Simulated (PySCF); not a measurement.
**[OsOF5]+: other functionals and bases at one geometry**

An exercise on one series of results from a longer session: the logs are not shown, and one member is left open.

The runs use PySCF 2.14.0; several levels, as the steps say, no spin–orbit coupling.

4 further runs of the same task are left out: 1 for a known fault of the program, 1 that didn't finish, 2 set aside as unsound or not needed.

**The starting structure**

7 atoms, charge 1, spin multiplicity 1.

Bond lengths: Os1–O2 1.699 Å, Os1–F3 1.831 Å, Os1–F4 1.832 Å, Os1–F5 1.832 Å, Os1–F6 1.862 Å, Os1–F7 1.832 Å. Angles: O2–Os1–F3 94.1°, O2–Os1–F4 93.7°, O2–Os1–F5 93.7°, O2–Os1–F6 179.7°, O2–Os1–F7 93.8°, F3–Os1–F4 89.7°, F3–Os1–F5 89.7°, F3–Os1–F6 86.2°, F3–Os1–F7 172.1°, F4–Os1–F5 172.6°, F4–Os1–F6 86.3°, F4–Os1–F7 89.9°, F5–Os1–F6 86.3°, F5–Os1–F7 89.7°, F6–Os1–F7 85.9°.

As a file:

```
Os    0.05443   -0.03624    0.03202
O     1.25041   -0.71450    1.03015
F    -0.05581    1.51707    0.99571
F    -1.32664   -0.73097    1.01448
F     1.26894    0.75487   -1.08775
F    -1.25688    0.69802   -1.06735
F    -0.01260   -1.48940   -1.08104
```

Formal oxidation states: Os +8. An earlier session relaxed this geometry at TPSS, Os def2-SVP with ECP60, O def2-SVP, F def2-SVP (singlet, point group C4v).

At TPSS on the finer grid: E = -664.350330 Eh, HOMO -17.17 eV, LUMO -15.02 eV, Mulliken charge on Os1 +1.72 e, largest force component 0.033 eV/Å. 

Levels to run: BLYP; PBE; TPSSh; revPBE; TPSS, TZVP; TPSS, x2c-SVP. Hardware: 2 threads of Arm Neoverse V2, shared host.

Set-up of the first run:

The input, run.py (the lines that set the calculation):

```python
mol = gto.M(atom='''
Os     0.05443    -0.03624     0.03202
O      1.25041    -0.71450     1.03015
F     -0.05581     1.51707     0.99571
F     -1.32664    -0.73097     1.01448
F      1.26894     0.75487    -1.08775
F     -1.25688     0.69802    -1.06735
F     -0.01260    -1.48940    -1.08104''',
    basis={'Os': 'def2-SVP', 'O': 'def2-SVP', 'F': 'def2-SVP'},
    ecp={'Os': 'def2-SVP'},
    charge=1, spin=0)
mf = dft.RKS(mol, xc='BLYP')
mf.grids.atom_grid = (75, 302)
mf = mf.density_fit()  # fitting sets: Os def2-universal-JKFIT, O def2-universal-JKFIT, F def2-universal-JKFIT
mf.conv_tol = 1e-08; mf.max_cycle = 55
mf.kernel(dm0)  # dm0: the density of the relaxed state
```

Started as:

```sh
> OMP_NUM_THREADS=2 python run.py
```

Steps of the session up to this table: BLYP; PBE; TPSSh; revPBE; TPSS, TZVP; TPSS, x2c-SVP.

One of the session's tables, all rows but one given; the rest of the session is left out.

| level | HOMO (eV) | gap (eV) | charge on Os1 (e) | dipole (D) | largest force component (eV/Å) |
| --- | --- | --- | --- | --- | --- |
| TPSS (relaxed here) | -17.17 | 2.15 | 1.72 | 1.26 | 0.03 |
| BLYP | -16.85 | 2.05 | 1.61 | 1.21 | 0.51 |
| PBE | ? | ? | ? | ? | ? |
| TPSSh | -18.02 | 3.01 | 1.82 | 1.44 | 0.63 |
| revPBE | -16.91 | 2.06 | 1.64 | 1.21 | 0.32 |
| TPSS, TZVP | -17.02 | 2.21 | 1.53 | 1.35 | 0.27 |
| TPSS, x2c-SVP | -17.26 | 1.99 | 1.28 | 1.28 | 0.69 |

Estimate the missing values for PBE.

The run gave: HOMO (eV): -16.98; gap (eV): 2.06; charge on Os1 (e): 1.60; dipole (D): 1.20; largest force component (eV/Å): 0.14. In the column «HOMO (eV)» it lies between TPSS, TZVP (-17.02) and revPBE (-16.91).

The dipole of a charged species depends on the origin, so these sizes hold for this origin alone.

In one basis the gap runs from 2.05 eV (BLYP) to 3.01 eV (TPSSh). The largest leftover force, 0.69 eV/Å with TPSS, x2c-SVP, stands at a geometry relaxed at another level. Total energies of different levels can't be compared.
